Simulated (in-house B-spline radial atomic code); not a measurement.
**Mg⁹⁺: ionisation energy by several methods**

An exercise on one series of results from a longer session: the logs are not shown, and one member is left open.

The numbers are computed with in-house B-spline radial atomic code version 1 (scalar-relativistic (X2C), several functionals, spin-polarised; spherical all-electron atom at the radial basis limit), except any that are marked as measured or tabulated.

## The atom as given

* element: magnesium (Z = 12)
* charge: +9
* electrons: 3
* configuration: [He] 2s1
* nucleus: Fermi, rms radius 3.057 fm

The outer shells:

[He] 2s1
```
[He] core
2s [↑ ]
```

Where spins are not typed, each open shell is filled with up spins first.

Set-up of the first run:

The run's settings:

```ini
Z = 12
electrons = 3.0
configuration = [He] 2s1
hamiltonian = x2c
method = b97_1
spin_polarised = True
nucleus = fermi
rms_radius = 3.057
mass_number = 24
atomic_mass = 23.985041689
speed_of_light = 137.035999084
```

Steps of the session up to this table: B97-1, a global hybrid; RPBE, a GGA; TPSS, a meta-GGA; SCAN, a meta-GGA; Hartree-Fock; TPSSh, a global hybrid; LC-ωPBE, a range-separated hybrid; exchange-only LDA; PW91, a GGA; ωB97X, a range-separated hybrid.

One of the session's tables, all rows but one given; the rest of the session is left out.

```
           method  ΔSCF (eV)
exchange-only LDA     365.60
             RPBE     368.69
             PW91     368.66
             TPSS     368.25
             SCAN          ?
            B97-1     368.00
            TPSSh     368.19
          LC-ωPBE     368.56
            ωB97X     365.58
     Hartree-Fock     367.40
```

**Question.** Estimate the row for SCAN.

The run gave: ΔSCF (eV): 367.22. In the column «ΔSCF (eV)» it lies between exchange-only LDA (365.60) and Hartree-Fock (367.40).
